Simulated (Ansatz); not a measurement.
# MnClO3: basis-set convergence

How large a basis does MnClO3 need? Two functionals are run in growing sets.

The runs use Ansatz 0.2.0, Gaussian basis; one geometry, several basis sets.

Levels to be run: PBE0-D4/def2-SVP; ωB97M-V/def2-SVP; PBE0-D4/def2-QZVPP; ωB97M-V/def2-QZVPP; the functionals' def2-TZVPP values are taken from earlier runs.

## Step 1: The relaxed structure

The geometry comes from an earlier relaxation with PBE0-D4 in a triple-zeta def2 set; it is a stationary point.

SMILES `[O]=[Mn](=[O])(=[O])[Cl]`, 5 atoms, charge 0, spin multiplicity 1.

Atoms are counted from 1 here; the program's logs count them from 0.

Bond lengths: O1–Mn2 1.542 Å, Mn2–O3 1.542 Å, Mn2–O4 1.542 Å, Mn2–Cl5 2.101 Å. Angles: O1–Mn2–O3 111.4°, O1–Mn2–O4 111.4°, O1–Mn2–Cl5 107.5°, O3–Mn2–O4 111.4°, O3–Mn2–Cl5 107.5°, O4–Mn2–Cl5 107.5°.

## Step 2: PBE0-D4 in def2-SVP

in.yaml

```yaml
crystal:
  periodic: [false, false, false]
  atoms:
    - {symbol: O, position_ang: [-0.552160, -0.393059, 1.439080]}
    - {symbol: Mn, position_ang: [-0.001394, -0.140711, 0.020894]}
    - {symbol: O, position_ang: [1.449905, -0.643818, -0.116544]}
    - {symbol: O, position_ang: [-0.915544, -0.759809, -1.055825]}
    - {symbol: Cl, position_ang: [0.019204, 1.937388, -0.287606]}
basis:
  gaussian: {orbitals: def2-SVP}
hamiltonian: {xc: pbe0, dispersion: d4}
output: {orbitals: {seedname: orbitals}}
```

Launch:

```console
> ansatz run in.yaml --threads 4 --pin off --events-out ev --progress --plain --max-ram 10444MiB
```

After this run come: ωB97M-V in def2-SVP; PBE0-D4 in def2-QZVPP; ωB97M-V in def2-QZVPP.

**Question.** What will the summary of the whole plan be? Wanted: PBE0-D4: double and triple zeta above quadruple; ωB97M-V: double and triple zeta above quadruple.

**Answer**, as computed:

```
                                       quantity           value
PBE0-D4: double and triple zeta above quadruple  17.82, 1.34 eV
ωB97M-V: double and triple zeta above quadruple  17.88, 1.28 eV
```

What this shows: For PBE0-D4 the step from double to triple zeta gains 16.48 eV and the next only 1.34 eV. Total energies overstate the basis error of differences, where much of it tends to cancel.
